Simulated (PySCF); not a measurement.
# Zn⁺, Zn²⁺: ionisation energy in def2-SVP

Each state of zinc is computed at each level; their differences give the ionisation energy. How far do the methods differ?

Method: unrestricted determinants in a Gaussian basis, no spin-orbit coupling in the energies. Code: PySCF 2.14.0.

8 further runs of the same task are left out: 1 that didn't finish, 7 set aside as unsound or not needed.

### Step 1. Starting point

| Property | Result |
| --- | --- |
| Element | zinc (Z = 30) |
| Basis | def2-SVP |
| Hamiltonian | no relativity, point nucleus |
| State 1 | Zn⁺: [Ar] 3d10 4s1, 2S determinant |
| State 2 | Zn²⁺: [Ar] 3d10, closed-shell 1S |
| Methods | UHF, MN15, B3LYP, MP2, CCSD(T) |
| Core shells frozen in the correlated runs | valence: [Ar] (for Zn⁺) |

The outer shells:

Zn+ [Ar] 3d10 4s1
```
[Ar] core
3d [↑↓][↑↓][↑↓][↑↓][↑↓]
4s [↑ ]
```

Zn2+ [Ar] 3d10
```
[Ar] core
3d [↑↓][↑↓][↑↓][↑↓][↑↓]
```

One driver process ran all states and methods and kept the integrals in memory. Each run is shown as a PySCF script that sums up its settings (the driver passes frozen orbitals as a list and adds second-order terms of double hybrids); the logs are those of the runs themselves. The driver starts from symmetry-adapted Hartree-Fock orbitals, holds the occupation by maximum overlap and uses a logarithmic radial grid for functionals, so a plain start would take other cycles.

The driver's launch:

```console
OMP_NUM_THREADS=1 python atomrun2.py TASK.json OUT
```

The integrals over 31 functions and the set-up took 0.14 s of CPU time.

### Step 2. Zn⁺

**UHF**

Contents of input.py:

```python
from pyscf import gto, scf, dft, mp, cc
import basis_set_exchange as bse
mol = gto.M(atom="Zn 0 0 0", charge=1, spin=1, symmetry="D2h",
            basis=gto.basis.parse(bse.get_basis("def2-SVP", elements=["Zn"], fmt="nwchem", header=False)))
mf = scf.UHF(mol)
mf.irrep_nelec = {'Ag': (6, 5), 'B1g': (1, 1), 'B2g': (1, 1), 'B3g': (1, 1), 'B1u': (2, 2), 'B2u': (2, 2), 'B3u': (2, 2)}
mf.kernel()
```

**MN15**

input.py differs from the last one in:

```diff
@@ -4,3 +4,3 @@
             basis=gto.basis.parse(bse.get_basis("def2-SVP", elements=["Zn"], fmt="nwchem", header=False)))
-mf = scf.UHF(mol)
+mf = dft.UKS(mol, xc="MN15")
 mf.irrep_nelec = {'Ag': (6, 5), 'B1g': (1, 1), 'B2g': (1, 1), 'B3g': (1, 1), 'B1u': (2, 2), 'B2u': (2, 2), 'B3u': (2, 2)}
```

**B3LYP**

input.py differs from the last one in:

```diff
@@ -4,3 +4,3 @@
             basis=gto.basis.parse(bse.get_basis("def2-SVP", elements=["Zn"], fmt="nwchem", header=False)))
-mf = dft.UKS(mol, xc="MN15")
+mf = dft.UKS(mol, xc="B3LYP")
 mf.irrep_nelec = {'Ag': (6, 5), 'B1g': (1, 1), 'B2g': (1, 1), 'B3g': (1, 1), 'B1u': (2, 2), 'B2u': (2, 2), 'B3u': (2, 2)}
```

**MP2 (valence)**

```python
from pyscf import gto, scf, dft, mp, cc
import basis_set_exchange as bse
mol = gto.M(atom="Zn 0 0 0", charge=1, spin=1, symmetry="D2h",
            basis=gto.basis.parse(bse.get_basis("def2-SVP", elements=["Zn"], fmt="nwchem", header=False)))
mf = scf.UHF(mol)
mf.irrep_nelec = {'Ag': (6, 5), 'B1g': (1, 1), 'B2g': (1, 1), 'B3g': (1, 1), 'B1u': (2, 2), 'B2u': (2, 2), 'B3u': (2, 2)}
mf.kernel()
mp.UMP2(mf, frozen=9).kernel()
```

**CCSD(T) (valence)**

input.py differs from the last one in:

```diff
@@ -7,2 +7,3 @@
 mf.kernel()
-mp.UMP2(mf, frozen=9).kernel()
+mycc = cc.CCSD(mf, frozen=9).run()
+mycc.ccsd_t()
```

### Step 3. Zn²⁺

**UHF**

Contents of input.py:

```python
from pyscf import gto, scf, dft, mp, cc
import basis_set_exchange as bse
mol = gto.M(atom="Zn 0 0 0", charge=2, spin=0, symmetry="D2h",
            basis=gto.basis.parse(bse.get_basis("def2-SVP", elements=["Zn"], fmt="nwchem", header=False)))
mf = scf.UHF(mol)
mf.irrep_nelec = {'Ag': (5, 5), 'B1g': (1, 1), 'B2g': (1, 1), 'B3g': (1, 1), 'B1u': (2, 2), 'B2u': (2, 2), 'B3u': (2, 2)}
mf.kernel()
```

**MN15**

input.py differs from the last one in:

```diff
@@ -4,3 +4,3 @@
             basis=gto.basis.parse(bse.get_basis("def2-SVP", elements=["Zn"], fmt="nwchem", header=False)))
-mf = scf.UHF(mol)
+mf = dft.UKS(mol, xc="MN15")
 mf.irrep_nelec = {'Ag': (5, 5), 'B1g': (1, 1), 'B2g': (1, 1), 'B3g': (1, 1), 'B1u': (2, 2), 'B2u': (2, 2), 'B3u': (2, 2)}
```

**B3LYP**

input.py differs from the last one in:

```diff
@@ -4,3 +4,3 @@
             basis=gto.basis.parse(bse.get_basis("def2-SVP", elements=["Zn"], fmt="nwchem", header=False)))
-mf = dft.UKS(mol, xc="MN15")
+mf = dft.UKS(mol, xc="B3LYP")
 mf.irrep_nelec = {'Ag': (5, 5), 'B1g': (1, 1), 'B2g': (1, 1), 'B3g': (1, 1), 'B1u': (2, 2), 'B2u': (2, 2), 'B3u': (2, 2)}
```

**MP2 (valence)**

Contents of input.py:

```python
from pyscf import gto, scf, dft, mp, cc
import basis_set_exchange as bse
mol = gto.M(atom="Zn 0 0 0", charge=2, spin=0, symmetry="D2h",
            basis=gto.basis.parse(bse.get_basis("def2-SVP", elements=["Zn"], fmt="nwchem", header=False)))
mf = scf.UHF(mol)
mf.irrep_nelec = {'Ag': (5, 5), 'B1g': (1, 1), 'B2g': (1, 1), 'B3g': (1, 1), 'B1u': (2, 2), 'B2u': (2, 2), 'B3u': (2, 2)}
mf.kernel()
mp.UMP2(mf, frozen=9).kernel()
```

**CCSD(T) (valence)**

input.py differs from the last one in:

```diff
@@ -7,2 +7,3 @@
 mf.kernel()
-mp.UMP2(mf, frozen=9).kernel()
+mycc = cc.CCSD(mf, frozen=9).run()
+mycc.ccsd_t()
```

Before running it: what results should come out?

As calculated:

| quantity | value |
| --- | --- |
| ionisation energy, Zn⁺ | UHF 16.432, CCSD(T) (valence) 16.777 eV; reference 17.964 |

Each level's miss and price (over 1 difference):

```csv
method,mean absolute miss against CCSD(T) (valence) (eV),"CPU time, both states (s)"
UHF,0.345,0.25
MN15,0.490,1.7
B3LYP,1.219,1.1
MP2 (valence),0.008,0.27
SCS-MP2 (valence),0.041,0.27
CCSD (valence),0.022,
CCSD(T) (valence),0.000,0.82
```

What this shows: The methods span 1.564 eV, from UHF (16.432) to B3LYP (17.996). The reference is uncertain or not like for like (spin-orbit coupling or other relativistic terms), so no ranking of close methods is drawn. The basis is finite, and no extrapolation was made. The dearest level timed, MN15, costs 6.9 times the cheapest, UHF, and differs from CCSD(T) (valence) by 0.49 against 0.34 eV; CCSD(T) (valence) in this basis is a yardstick, not the exact answer.
